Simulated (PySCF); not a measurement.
# C4H7ClSi: the cost of one run

Programs: PySCF 2.14.0, with density-fitted response routines of our own. Each step states its level of theory. These are calculated values for one molecule in the gas phase, unless marked as measured. Atoms count from 0, in the outputs and in this text.

## Step 1: Starting geometry

13 atoms, charge 0, multiplicity 1; geometry from: GFN2-xTB. The atoms were then displaced at random by about 0.01 Å, so the start is not that level's minimum.

Bonds of the start (Å): C0–C1 1.21, C1–C2 1.45, C2–Si3 1.89, C2–C4 1.53, C4–Cl5 1.78, C0–H6 1.05, C2–H7 1.10, Si3–H8 1.46, Si3–H9 1.50, Si3–H10 1.46, C4–H11 1.10, C4–H12 1.09.

## Step 2: Relaxing the molecule at PBE0-D3(BJ)/def2-SVP

What the job is given:

```
{"job": {"xc": "PBE0", "basis": "def2-SVP", "d3": "d3bj", "grid": 1, "shake": 0.01, "kind": "geom"}, "charge": 0, "multiplicity": 1}
C      2.359780     1.054900    -0.265540
C      1.340750     0.502790     0.073510
C      0.116810    -0.184310     0.451620
Si    -1.368860     0.951300     0.197810
C      0.031020    -1.475940    -0.354980
Cl    -1.534230    -2.260940    -0.044180
H      3.222680     1.583370    -0.554690
H      0.228410    -0.429270     1.518090
H     -1.012730     2.300670     0.638290
H     -2.501920     0.452250     1.037650
H     -1.749360     0.925580    -1.212000
H      0.820640    -2.183350    -0.071740
H      0.052830    -1.253930    -1.424150
```

Started as:

```console
$ OMP_NUM_THREADS=1 python probes_run.py task.json out
```

The driver reads the jobs from task.json and runs them one after another.

Q: Estimate the wall time and peak memory of this first job on 1 thread of Arm Neoverse V1, shared host.

About 30 s, with a peak of 0.5 GiB.
